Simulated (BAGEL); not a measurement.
# CH6GeO (SMILES C[O][GeH3]): a chain of runs

Wanted: a series of 15 runs (B3LYP/def2-SVP, RI-MP2/def2-SVP) of CH6GeO. 

Program for the calculation: BAGEL 1.2.2.

2 further runs of the same task are left out: 2 set aside as unsound or not needed.

**1. The structure to begin with**

CH6GeO: 9 atoms, total charge 0, spin state singlet. As SMILES, `C[O][GeH3]`. One bond was lengthened or shortened from a relaxed shape.

Bond lengths: C1–O2 1.195 Å, O2–Ge3 1.779 Å, C1–H4 1.093 Å, C1–H5 1.099 Å, C1–H6 1.099 Å, Ge3–H7 1.542 Å, Ge3–H8 1.531 Å, Ge3–H9 1.542 Å. Some angles: C1–O2–Ge3 117.8°, O2–C1–H4 108.1°, O2–C1–H5 112.2°, O2–C1–H6 112.2°, O2–Ge3–H7 108.9°, O2–Ge3–H8 104.9°, O2–Ge3–H9 108.9°, H4–C1–H5 108.0°, H4–C1–H6 108.0°, H5–C1–H6 108.1°.

**2. A single-point energy at B3LYP/def2-SVP (density fitting with svp-jkfit) (run 1)**

dft.json

```json
{ "bagel": [

{
  "title": "molecule",
  "basis": "svp",
  "df_basis": "svp-jkfit",
  "angstrom": "false",
  "geometry": [
    { "atom": "C", "xyz": [    -0.92776482,     1.40038910,    -1.53967515 ] },
    { "atom": "O", "xyz": [    -1.24211698,    -0.72489894,    -0.84527450 ] },
    { "atom": "Ge", "xyz": [     0.77384285,    -1.89804092,     1.57659851 ] },
    { "atom": "H", "xyz": [    -2.31255612,     1.80308974,    -3.01725200 ] },
    { "atom": "H", "xyz": [     0.96668562,     1.69329665,    -2.33695060 ] },
    { "atom": "H", "xyz": [    -1.20385381,     2.77478691,    -0.00824110 ] },
    { "atom": "H", "xyz": [     3.53416580,    -1.77445283,     0.65214449 ] },
    { "atom": "H", "xyz": [    -0.10223418,    -4.61849065,     2.02257387 ] },
    { "atom": "H", "xyz": [     0.45901448,    -0.24301878,     3.95368500 ] }
  ]
},

{
  "title": "ks",
  "xc_func": "b3lyp"
},

{
  "title": "print",
  "file": "orbitals.molden",
  "orbitals": "true"
}

]}
```

Command:

```console
$ BAGEL_NUM_THREADS=1 BAGEL dft.json > dft.out
```

Log:

```text
* using 1 threads per process

  ===============================================================
  ===============================================================

  *** Geometry ***

  { "atom" : "C", "xyz" : [     -0.927765,      1.400389,     -1.539675 ] },
  { "atom" : "O", "xyz" : [     -1.242117,     -0.724899,     -0.845275 ] },
  { "atom" : "Ge", "xyz" : [      0.773843,     -1.898041,      1.576599 ] },
  { "atom" : "H", "xyz" : [     -2.312556,      1.803090,     -3.017252 ] },
  { "atom" : "H", "xyz" : [      0.966686,      1.693297,     -2.336951 ] },
  { "atom" : "H", "xyz" : [     -1.203854,      2.774787,     -0.008241 ] },
  { "atom" : "H", "xyz" : [      3.534166,     -1.774453,      0.652144 ] },
  { "atom" : "H", "xyz" : [     -0.102234,     -4.618491,      2.022574 ] },
  { "atom" : "H", "xyz" : [      0.459014,     -0.243019,      3.953685 ] },

  Number of auxiliary basis functions:      526

  Since a DF basis is specified, we compute 2- and 3-index integrals:
    o Being stored without compression. Storage requirement is 0.034 GB

  Number of basis functions:       90
  Number of electrons      :       52

    * METHOD: MOLECULE                             0.22

  *** Kohn-Sham DFT ***

    * Removing 15882 points whose weight is below 1.00e-10
    * Grid points: 118272

  === Nuclear Repulsion ===
   212.7676683831

       - DIIS with orbital gradients will be used.

  === KS iteration (b3lyp / svp) ===
      0      -2109.60931622          0.09354650           0.49
      1      -1827.78331489          0.24657203           0.58
      2      -2057.89684744          0.10014900           0.58
      3      -1897.74703347          0.24507568           0.45
      4      -1900.68832001          0.24283335           0.53
      5      -1899.94058244          0.24306167           0.51
[... 92 lines of this table left out ...]
     98      -2058.55155679          0.10155220           0.41
     99      -1898.80607353          0.24385732           0.41
    * Max iteration reached in SCF.

    * Permanent dipole moment:
           (  -48.937975,    74.174425,   -80.196647) a.u.

    * METHOD: KS                                  51.94

    * METHOD: PRINT                                0.01

  ===============================================================
```

Wall time 53 s (1 thread of Intel Xeon 6975P-C (Granite Rapids), shared host); peak memory 0.52 GiB.

The run stopped without converging.

**3. Bond 2-1 at 1.406 A: the energy at RI-MP2/def2-SVP (density fitting with svp-jkfit) (run 2)**

mp2.json

```json
{ "bagel": [

{
  "title": "molecule",
  "basis": "svp",
  "df_basis": "svp-jkfit",
  "geometry": [
    { "atom": "C", "xyz": [ -0.87230325,  1.77535801, -1.66218987 ] },
    { "atom": "O", "xyz": [ -1.24211698, -0.72489894, -0.84527450 ] },
    { "atom": "Ge", "xyz": [  0.77384285, -1.89804092,  1.57659851 ] },
    { "atom": "H", "xyz": [ -2.25709455,  2.17805865, -3.13976673 ] },
    { "atom": "H", "xyz": [  1.02214719,  2.06826556, -2.45946532 ] },
    { "atom": "H", "xyz": [ -1.14839224,  3.14975582, -0.13075582 ] },
    { "atom": "H", "xyz": [  3.53416580, -1.77445283,  0.65214449 ] },
    { "atom": "H", "xyz": [ -0.10223418, -4.61849065,  2.02257387 ] },
    { "atom": "H", "xyz": [  0.45901448, -0.24301878,  3.95368500 ] }
  ]
},
{ "title": "hf", "charge": 0 },
{ "title": "mp2", "charge": 0, "ncore": 11 }

]}
```

Command:

```console
$ BAGEL_NUM_THREADS=1 BAGEL mp2.json > mp2.out
```

Log:

```text
* using 1 threads per process

  ===============================================================
  ===============================================================

  *** Geometry ***

  { "atom" : "C", "xyz" : [     -0.872303,      1.775358,     -1.662190 ] },
  { "atom" : "O", "xyz" : [     -1.242117,     -0.724899,     -0.845275 ] },
  { "atom" : "Ge", "xyz" : [      0.773843,     -1.898041,      1.576599 ] },
  { "atom" : "H", "xyz" : [     -2.257095,      2.178059,     -3.139767 ] },
  { "atom" : "H", "xyz" : [      1.022147,      2.068266,     -2.459465 ] },
  { "atom" : "H", "xyz" : [     -1.148392,      3.149756,     -0.130756 ] },
  { "atom" : "H", "xyz" : [      3.534166,     -1.774453,      0.652144 ] },
  { "atom" : "H", "xyz" : [     -0.102234,     -4.618491,      2.022574 ] },
  { "atom" : "H", "xyz" : [      0.459014,     -0.243019,      3.953685 ] },

  Number of auxiliary basis functions:      526

  Since a DF basis is specified, we compute 2- and 3-index integrals:
    o Being stored without compression. Storage requirement is 0.034 GB

  Number of basis functions:       90
  Number of electrons      :       52

    * METHOD: MOLECULE                             0.22

  *** RHF ***

  === Nuclear Repulsion ===
   205.4360331557

      * DIIS with orbital gradients will be used.

  === RHF iteration (svp) ===
      0      -2191.08760605          0.01458468           0.08
      1      -2191.17619039          0.01025350           0.07
      2      -2191.23070223          0.00132417           0.07
      3      -2191.23204274          0.00031639           0.10
      4      -2191.23209625          0.00005735           0.08
      5      -2191.23209895          0.00001266           0.07
      6      -2191.23209916          0.00000462           0.10
      7      -2191.23209918          0.00000182           0.09
      8      -2191.23209918          0.00000045           0.07
      9      -2191.23209918          0.00000012           0.07
     10      -2191.23209918          0.00000005           0.07
     11      -2191.23209918          0.00000001           0.07
     12      -2191.23209918          0.00000000           0.07
    * SCF iteration converged.

    * Permanent dipole moment:
           (   -0.426136,    -0.307992,    -0.253688) a.u.

    * METHOD: HF                                   1.19

  *** RHF ***

  === Nuclear Repulsion ===
   205.4360331557

      * DIIS with orbital gradients will be used.

  === RHF iteration (svp) ===
      0      -2191.23209918          0.00000000           0.08
    * SCF iteration converged.

    * Permanent dipole moment:
           (   -0.426136,    -0.307992,    -0.253688) a.u.

  === DF-MP2 calculation ===

    * freezing 11 orbitals
    * 3-index integral transformation done
    * assembly done

      MP2 correlation energy:   -0.5673945762      0.06

      MP2 total energy:       -2191.7994937586

    * METHOD: MP2                                  0.23

  ===============================================================
```

Wall time 2 s (1 thread of Intel Xeon 6975P-C (Granite Rapids), shared host); peak memory 0.14 GiB.

Runs 3 to 8 aren't shown in full; the table further down has their settings and results.

**4. Bond 2-1 at 2.249 A: a single-point energy at B3LYP/def2-SVP (density fitting with svp-jkfit) (run 9)**

calc.json

```json
{ "bagel": [

{
  "title": "molecule",
  "basis": "svp",
  "df_basis": "svp-jkfit",
  "angstrom": false,
  "geometry": [
    { "atom": "C", "xyz": [ -0.65040594,  3.27558134, -2.15236215 ] },
    { "atom": "O", "xyz": [ -1.24211698, -0.72489894, -0.84527450 ] },
    { "atom": "Ge", "xyz": [  0.77384285, -1.89804092,  1.57659851 ] },
    { "atom": "H", "xyz": [ -2.03519724,  3.67828198, -3.62993901 ] },
    { "atom": "H", "xyz": [  1.24404450,  3.56848889, -2.94963760 ] },
    { "atom": "H", "xyz": [ -0.92649492,  4.64997916, -0.62092810 ] },
    { "atom": "H", "xyz": [  3.53416580, -1.77445283,  0.65214449 ] },
    { "atom": "H", "xyz": [ -0.10223418, -4.61849065,  2.02257387 ] },
    { "atom": "H", "xyz": [  0.45901448, -0.24301878,  3.95368500 ] }
  ]
},
{
  "title": "ks",
  "xc_func": "b3lyp"
},
{
  "title": "print",
  "file": "orbitals.molden",
  "orbitals": true
}

]}
```

Command:

```console
$ BAGEL_NUM_THREADS=1 BAGEL calc.json > calc.out
```

Log:

```text
* using 1 threads per process

  ===============================================================
  ===============================================================

  *** Geometry ***

  { "atom" : "C", "xyz" : [     -0.650406,      3.275581,     -2.152362 ] },
  { "atom" : "O", "xyz" : [     -1.242117,     -0.724899,     -0.845275 ] },
  { "atom" : "Ge", "xyz" : [      0.773843,     -1.898041,      1.576599 ] },
  { "atom" : "H", "xyz" : [     -2.035197,      3.678282,     -3.629939 ] },
  { "atom" : "H", "xyz" : [      1.244044,      3.568489,     -2.949638 ] },
  { "atom" : "H", "xyz" : [     -0.926495,      4.649979,     -0.620928 ] },
  { "atom" : "H", "xyz" : [      3.534166,     -1.774453,      0.652144 ] },
  { "atom" : "H", "xyz" : [     -0.102234,     -4.618491,      2.022574 ] },
  { "atom" : "H", "xyz" : [      0.459014,     -0.243019,      3.953685 ] },

  Number of auxiliary basis functions:      526

  Since a DF basis is specified, we compute 2- and 3-index integrals:
    o Being stored without compression. Storage requirement is 0.034 GB

  Number of basis functions:       90
  Number of electrons      :       52

    * METHOD: MOLECULE                             0.29

  *** Kohn-Sham DFT ***

    * Removing 14064 points whose weight is below 1.00e-10
    * Grid points: 120090

  === Nuclear Repulsion ===
   185.6330354840

       - DIIS with orbital gradients will be used.

  === KS iteration (b3lyp / svp) ===
      0      -2110.15884227          0.08147097           0.72
      1      -1808.22904792          0.20487131           0.46
      2      -2061.20464889          0.09765586           0.45
      3      -2061.79483076          0.17412120           0.51
      4      -2073.04326034          0.15822422           0.39
      5      -2104.37130292          0.18676709           0.38
[... 23 lines of this table left out ...]
     29      -2193.51025998          0.00000001           0.69
     30      -2193.51025998          0.00000000           0.53
    * SCF iteration converged.

    * Permanent dipole moment:
           (   -0.349455,    -0.974483,     0.127220) a.u.

    * METHOD: KS                                  15.49

    * METHOD: PRINT                                0.01

  ===============================================================
```

Run time: 16 s. Hardware: 1 thread of Intel Xeon 6975P-C (Granite Rapids), shared host; peak memory 0.52 GiB.

Runs 10 to 14 aren't shown in full; the table further down has their settings and results.

**5. Bond 2-1 at 3.936 A: a single-point energy at B3LYP/def2-SVP (density fitting with svp-jkfit) (run 15)**

job.json

```json
{ "bagel" : [

{
  "title" : "molecule",
  "basis" : "svp",
  "df_basis" : "svp-jkfit",
  "geometry" : [
    { "atom" : "C", "xyz" : [    -0.20663399,     6.27585416,    -3.13265002 ] },
    { "atom" : "O", "xyz" : [    -1.24211698,    -0.72489894,    -0.84527450 ] },
    { "atom" : "Ge", "xyz" : [     0.77384285,    -1.89804092,     1.57659851 ] },
    { "atom" : "H", "xyz" : [    -1.59142530,     6.67855480,    -4.61022688 ] },
    { "atom" : "H", "xyz" : [     1.68781645,     6.56876171,    -3.92992547 ] },
    { "atom" : "H", "xyz" : [    -0.48272298,     7.65025197,    -1.60121597 ] },
    { "atom" : "H", "xyz" : [     3.53416580,    -1.77445283,     0.65214449 ] },
    { "atom" : "H", "xyz" : [    -0.10223418,    -4.61849065,     2.02257387 ] },
    { "atom" : "H", "xyz" : [     0.45901448,    -0.24301878,     3.95368500 ] }
  ]
},

{ "title" : "ks", "xc_func" : "b3lyp" },

{ "title" : "print", "file" : "orbitals.molden", "orbitals" : "true" }

]}
```

Command:

```console
$ BAGEL_NUM_THREADS=1 BAGEL job.json > job.out
```

Log:

```text
* using 1 threads per process

  ===============================================================
  ===============================================================

  *** Geometry ***

  { "atom" : "C", "xyz" : [     -0.206634,      6.275854,     -3.132650 ] },
  { "atom" : "O", "xyz" : [     -1.242117,     -0.724899,     -0.845275 ] },
  { "atom" : "Ge", "xyz" : [      0.773843,     -1.898041,      1.576599 ] },
  { "atom" : "H", "xyz" : [     -1.591425,      6.678555,     -4.610227 ] },
  { "atom" : "H", "xyz" : [      1.687816,      6.568762,     -3.929925 ] },
  { "atom" : "H", "xyz" : [     -0.482723,      7.650252,     -1.601216 ] },
  { "atom" : "H", "xyz" : [      3.534166,     -1.774453,      0.652144 ] },
  { "atom" : "H", "xyz" : [     -0.102234,     -4.618491,      2.022574 ] },
  { "atom" : "H", "xyz" : [      0.459014,     -0.243019,      3.953685 ] },

  Number of auxiliary basis functions:      526

  Since a DF basis is specified, we compute 2- and 3-index integrals:
    o Being stored without compression. Storage requirement is 0.034 GB

  Number of basis functions:       90
  Number of electrons      :       52

    * METHOD: MOLECULE                             0.35

  *** Kohn-Sham DFT ***

    * Removing 12728 points whose weight is below 1.00e-10
    * Grid points: 121426

  === Nuclear Repulsion ===
   165.4763510038

       - DIIS with orbital gradients will be used.

  === KS iteration (b3lyp / svp) ===
      0      -2109.16294203          0.08026683           0.71
      1      -1767.23290266          0.16803229           0.51
      2      -2067.72848103          0.09840078           0.52
      3      -2175.18531188          0.09714914           0.49
      4      -2190.10527242          0.07608226           0.52
      5      -2191.27301784          0.04858345           0.50
[... 22 lines of this table left out ...]
     28      -2193.40344511          0.00000002           0.58
     29      -2193.40344511          0.00000001           0.46
    * SCF iteration converged.

    * Permanent dipole moment:
           (   -0.475461,    -1.338990,     0.179258) a.u.

    * METHOD: KS                                  17.56

    * METHOD: PRINT                                0.01

  ===============================================================
```

Wall time 19 s (1 thread of Intel Xeon 6975P-C (Granite Rapids), shared host); peak memory 0.53 GiB.

**6. All runs side by side**

```
run                                             level  frozen core orbitals              partner    energy (Eh)  wall time
  1   B3LYP/def2-SVP (density fitting with svp-jkfit)                     –  bond 2-1 at 1.195 A  not converged       53 s
  2  RI-MP2/def2-SVP (density fitting with svp-jkfit)                    11  bond 2-1 at 1.406 A   -2191.799494        2 s
  3   B3LYP/def2-SVP (density fitting with svp-jkfit)                     –  bond 2-1 at 1.406 A  not converged       49 s
  4  RI-MP2/def2-SVP (density fitting with svp-jkfit)                    11  bond 2-1 at 1.616 A   -2191.780300        2 s
  5   B3LYP/def2-SVP (density fitting with svp-jkfit)                     –  bond 2-1 at 1.616 A  not converged       49 s
  6  RI-MP2/def2-SVP (density fitting with svp-jkfit)                    11  bond 2-1 at 1.898 A   -2191.730459      2.8 s
  7   B3LYP/def2-SVP (density fitting with svp-jkfit)                     –  bond 2-1 at 1.898 A   -2193.565878       20 s
  8  RI-MP2/def2-SVP (density fitting with svp-jkfit)                    11  bond 2-1 at 2.249 A   -2191.672929      2.3 s
  9   B3LYP/def2-SVP (density fitting with svp-jkfit)                     –  bond 2-1 at 2.249 A   -2193.510260       16 s
 10  RI-MP2/def2-SVP (density fitting with svp-jkfit)                    11  bond 2-1 at 2.671 A   -2191.626159      3.3 s
 11   B3LYP/def2-SVP (density fitting with svp-jkfit)                     –  bond 2-1 at 2.671 A   -2193.462993       15 s
 12  RI-MP2/def2-SVP (density fitting with svp-jkfit)                    11  bond 2-1 at 3.233 A   -2191.598314      2.6 s
 13   B3LYP/def2-SVP (density fitting with svp-jkfit)                     –  bond 2-1 at 3.233 A   -2193.426076       20 s
 14  RI-MP2/def2-SVP (density fitting with svp-jkfit)                    11  bond 2-1 at 3.936 A   -2191.603044      3.3 s
 15   B3LYP/def2-SVP (density fitting with svp-jkfit)                     –  bond 2-1 at 3.936 A   -2193.403445       19 s
```

**7. Summary of results**

```
                                  quantity           value
 bond 2-1 at 3.936 A, run 15: total energy  -2193.40345 Eh
bond 2-1 at 3.936 A, run 15: dipole moment          3.64 D
  bond 2-1 at 3.936 A, run 15: HOMO energy        -6.66 eV
  bond 2-1 at 3.936 A, run 15: LUMO energy        -5.63 eV
bond 2-1 at 3.936 A, run 15: HOMO–LUMO gap         1.03 eV
```

**Reading.** In runs 10, 11, 12, 13, 14, 15 a closed-shell determinant meets a far-stretched bond, which it describes badly. All runs together took 4.3 min, the longest 53 s. 3 of the 15 runs did not end normally.
